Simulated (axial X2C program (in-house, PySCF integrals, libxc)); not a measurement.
# Linear CuNC at several levels

An exercise on one series of results from a longer session: the logs are not shown, and one member is left open.

Program: an in-house X2C program for linear molecules on PySCF integrals. Level of theory: all-electron X2C, two-component (2c) or spin-free, Cu dyall-v3z, N dyall-av3z, C dyall-v3z. These are calculated values, not measurements.

All values are calculated.

2 further runs of the same task are left out: 2 set aside as unsound or not needed.

The first run:

task.json reads:

```json
{
 "zs": [
  29,
  7,
  6
 ],
 "q": 0,
 "bas": [
  "dyall-v3z",
  "dyall-av3z",
  "dyall-v3z"
 ],
 "r0": [
  1.78,
  1.17
 ],
 "symm": 0,
 "scan": [
  "PBE0",
  "HF",
  "BHandHLYP"
 ],
 "levels": [
  "PBE0",
  "HF",
  "BHandHLYP"
 ],
 "nst": 2
}
```

Keys: zs atomic numbers; q charge; bas basis sets; r0 starting distance in Å; symm equal bonds; scan levels of the two-bond scan (MP2 follows by itself at each HF point); levels methods; nst determinants followed.

The run is started by

```console
> python solin.py task.json out
```

Masses Cu 62.930, N 14.003, C 12.000 u.

Steps of the session up to this table: Scan at PBE0, 2c; Scan at HF, 2c; Scan at BHandHLYP, 2c.

One of the session's tables, all rows but one given; the rest of the session is left out.

```
               level  r(Cu–N) (Å)  r(N–C) (Å)  lower stretch (cm⁻¹)  upper stretch (cm⁻¹)
            PBE0, 2c        1.778       1.171                 512.8                2174.3
              HF, 2c        1.878       1.151                 431.1                2319.4
       BHandHLYP, 2c        1.807       1.159                 497.1                2246.3
             MP2, 2c        1.757       1.186                 521.8                2065.7
     PBE0, spin-free        1.779       1.171                 512.8                2174.2
       HF, spin-free        1.878       1.151                 431.3                2319.3
BHandHLYP, spin-free        1.807       1.159                 497.1                2246.2
      MP2, spin-free            ?           ?                     ?                     ?
```

Estimate the missing values for MP2, spin-free.

As computed: r(Cu–N) (Å): 1.757; r(N–C) (Å): 1.186; lower stretch (cm⁻¹): 522.1; upper stretch (cm⁻¹): 2065.6.

Scans not shown above were run alike.

The lower stretch spreads by more than a fifth over the levels, so it depends strongly on the method. MP2 freezes inner shells (threshold -2 hartree). The molecule was held linear; bending was not examined, so a bent shape may lie lower.
